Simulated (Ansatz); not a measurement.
# BH₇NSbSi: basis-set convergence

One table from this session's results is given with a row withheld; the runs are named, their logs left out.

The runs use Ansatz 0.2.0, Gaussian basis; one geometry, several basis sets.

Levels to be run: PBE0-D4/def2-SVP; ωB97M-V/def2-SVP; PBE0-D4/def2-QZVPP; ωB97M-V/def2-QZVPP; the functionals' def2-TZVPP values are taken from earlier runs.

### Structure used throughout

The geometry comes from an earlier relaxation with PBE0-D4 in a triple-zeta def2 set; it is a stationary point, not always the lowest conformer. Sb takes the def2 core potential; no spin-orbit term is included.

SMILES `N[B]([SiH3])[SbH2]`, 11 atoms, charge 0, spin multiplicity 1.

Atoms are counted from 1 here; the program's logs count them from 0.

Bond lengths: N1–B2 1.386 Å, N1–H5 1.008 Å, N1–H6 1.009 Å, B2–Si3 2.016 Å, B2–Sb4 2.260 Å, Si3–H7 1.491 Å, Si3–H8 1.490 Å, Si3–H9 1.495 Å, Sb4–H10 1.706 Å, Sb4–H11 1.713 Å. Angles: B2–N1–H5 124.0°, B2–N1–H6 122.9°, H5–N1–H6 113.1°, N1–B2–Si3 120.3°, N1–B2–Sb4 119.4°, Si3–B2–Sb4 120.2°, B2–Si3–H7 111.0°, B2–Si3–H8 110.7°, B2–Si3–H9 112.1°, H7–Si3–H8 107.2°, H7–Si3–H9 107.8°, H8–Si3–H9 107.8°, B2–Sb4–H10 92.6°, B2–Sb4–H11 93.7°, H10–Sb4–H11 92.3°.

Set-up of the first run:

Input file in.yaml:

```yaml
crystal:
  periodic: [false, false, false]
  atoms:
    - {symbol: N, position_ang: [-1.055718, 1.225734, -0.187145]}
    - {symbol: B, position_ang: [-0.032630, 0.291701, -0.154408]}
    - {symbol: Si, position_ang: [0.561081, -0.504934, 1.599746]}
    - {symbol: Sb, position_ang: [1.043004, -0.244298, -2.068547]}
    - {symbol: H, position_ang: [-1.413188, 1.640069, -1.033730]}
    - {symbol: H, position_ang: [-1.535112, 1.543161, 0.641601]}
    - {symbol: H, position_ang: [2.019214, -0.287442, 1.819670]}
    - {symbol: H, position_ang: [0.326559, -1.976361, 1.615184]}
    - {symbol: H, position_ang: [-0.169653, 0.086244, 2.762284]}
    - {symbol: H, position_ang: [0.645394, -1.897019, -1.920227]}
    - {symbol: H, position_ang: [-0.323549, 0.066245, -3.053728]}
basis:
  gaussian: {orbitals: def2-SVP}
hamiltonian: {xc: pbe0, dispersion: d4}
output: {orbitals: {seedname: orbitals}}
```

Steps of the session up to this table: PBE0-D4 in def2-SVP; ωB97M-V in def2-SVP; PBE0-D4 in def2-QZVPP; ωB97M-V in def2-QZVPP.

One table of the session follows, with a row left open; its other results are not shown here.

It belongs to the step «Density functionals: the series». 

| functional | basis | HOMO (eV) |
| --- | --- | --- |
| PBE0-D4 | def2-SVP | -6.58 |
| PBE0-D4 | def2-TZVPP | -6.66 |
| PBE0-D4 | def2-QZVPP | -6.67 |
| ωB97M-V | def2-SVP | -8.56 |
| ωB97M-V | def2-TZVPP | -8.67 |
| ωB97M-V | def2-QZVPP | ? |

Estimate the missing values for ωB97M-V, def2-QZVPP.

**Answer.** HOMO (eV): -8.68. In the column «HOMO (eV)» it is the lowest.
